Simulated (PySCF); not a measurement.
# CH3F3GeS: the cost of one run

Programs: PySCF 2.14.0, with density-fitted response routines of our own. Each step states its level of theory. These are calculated values for one molecule in the gas phase, unless marked as measured. Atoms are numbered from 0 throughout.

## 1. The molecule as given

9 atoms, charge 0, multiplicity 1; geometry from: PBE0-D3(BJ)/def2-SVP.

Bonds of the start (Å): F0–C1 1.34, C1–F2 1.33, C1–F3 1.34, C1–Ge4 2.00, Ge4–S5 2.21, Ge4–H6 1.53, Ge4–H7 1.53, S5–H8 1.35.

## 2. NMR shieldings: PBE0/pcSseg-2

The job: settings as JSON, then the geometry in Å.

```
{"job": {"kind": "nmr", "xc": "PBE0", "basis": "pcSseg-2", "pop": false}, "charge": 0, "multiplicity": 1}
F     -0.835065    -1.379318    -1.009779
C     -1.090756    -0.500019    -0.029800
F     -1.291161    -1.194666     1.090910
F     -2.241250     0.117102    -0.334496
Ge     0.398068     0.821248     0.153565
S      2.277099    -0.286486     0.526721
H      0.446067     1.630680    -1.149779
H      0.139215     1.689311     1.387782
H      2.255550    -0.914065    -0.669566
```

With the program's defaults for keys left out, this is: GIAO PBE0/pcSseg-2 NMR shielding, non-relativistic, gas phase.

Started as:

```bash
$ OMP_NUM_THREADS=1 python probes_run.py task.json out
```

The driver reads the jobs from task.json and runs them one after another.

Q: Estimate the wall time and peak memory of this first job on 1 thread of Arm Neoverse V1, shared host.

About 42 s, with a peak of 1.1 GiB.
